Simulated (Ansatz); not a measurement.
# ZrH₂ (singlet): wave-function methods side by side at angle H2–Zr1–H3 = 68.4°, def2-SVP

How much of the correlation energy of ZrH₂ (singlet) does each wave-function method recover here?

Program: Ansatz 0.2.0, Gaussian basis. Level of theory: def2-SVP, core rule «outside noble gas», up to 4 orbitals frozen. These are calculated values, not measurements.

The runs, in order: UHF; CCSD(T) on RHF; CCSD(T) on UHF; CISD; CCSDT(Q) on RHF; CCSDT(Q) on UHF; CASSCF and MRCISD+Q, 2 electrons in 2 orbitals; CASSCF and NEVPT2, 2 electrons in 2 orbitals; Full CI.

21 further runs of the same task are left out: 14 for a known fault of the program, 5 that didn't finish, 2 set aside as unsound or not needed.

### 1 The geometry

The geometry derives from a PBE0/def2-TZVP stationary point (not a proven minimum). One angle is set to the value named; bond lengths are kept. No spin-orbit coupling is included. Elements past krypton take def2 core potentials.

3 atoms, charge 0, spin multiplicity 1.

Atoms are counted from 1 here; the program's logs count them from 0.

Bond lengths: Zr1–H2 1.929 Å, Zr1–H3 1.929 Å. Angles: H2–Zr1–H3 68.4°.

### 2 UHF

File in.yaml:

```yaml
crystal:
  periodic: [false, false, false]
  atoms:
    - {symbol: Zr, position_ang: [-0.034490, 0.000000, 0.000000]}
    - {symbol: H, position_ang: [1.560783, 0.000000, -1.084146]}
    - {symbol: H, position_ang: [1.560783, 0.000000, 1.084146]}
basis:
  gaussian: {orbitals: def2-SVP}
magnetization: {spin_polarized: true, initial_magnetization: 0}
hamiltonian: {xc: hf}
output: {orbitals: {seedname: orbitals}}
```

Command:

```bash
> ansatz run in.yaml --threads 1 --pin off --events-out ev --progress --plain --max-ram 2393MiB
```

After this run come: CCSD(T) on RHF; CCSD(T) on UHF; CISD; CCSDT(Q) on RHF; CCSDT(Q) on UHF; CASSCF and MRCISD+Q, 2 electrons in 2 orbitals; CASSCF and NEVPT2, 2 electrons in 2 orbitals; Full CI.

**Question.** What will the summary of the whole plan be? Wanted: FCI below the RHF energy; RMP2 from FCI; UMP2 from FCI; RCCSD from FCI; RCCSD(T) from FCI; UCCSD(T) from FCI; RCCSDT(Q) from FCI; UCCSDT(Q) from FCI; T1 diagnostic.

As calculated:

| quantity | value |
| --- | --- |
| FCI below the RHF energy | -3.4691 eV |
| RMP2 from FCI | +95.8 kJ/mol |
| UMP2 from FCI | +92.3 kJ/mol |
| RCCSD from FCI | +17.0 kJ/mol |
| RCCSD(T) from FCI | +4.5 kJ/mol |
| UCCSD(T) from FCI | +9.6 kJ/mol |
| RCCSDT(Q) from FCI | 0.0 kJ/mol |
| UCCSDT(Q) from FCI | +2.3 kJ/mol |
| levels within 1 kcal/mol (43 meV) | RCCSDT, UCCSDT, RCCSDT(Q), UCCSDT(Q) |
| T1 diagnostic | 0.040 |
| effectively unpaired electrons | 0.45 |

In words: RCCSD(T) lands +4.5 kJ/mol from the yardstick (1.3 % of the correlation energy). CCSD(T) misses by +4.5 kJ/mol on the restricted determinant and by +9.6 kJ/mol on the unrestricted one; the two need not hold the same state or core. The occupations show some static correlation. These misses are within one basis, not against nature.
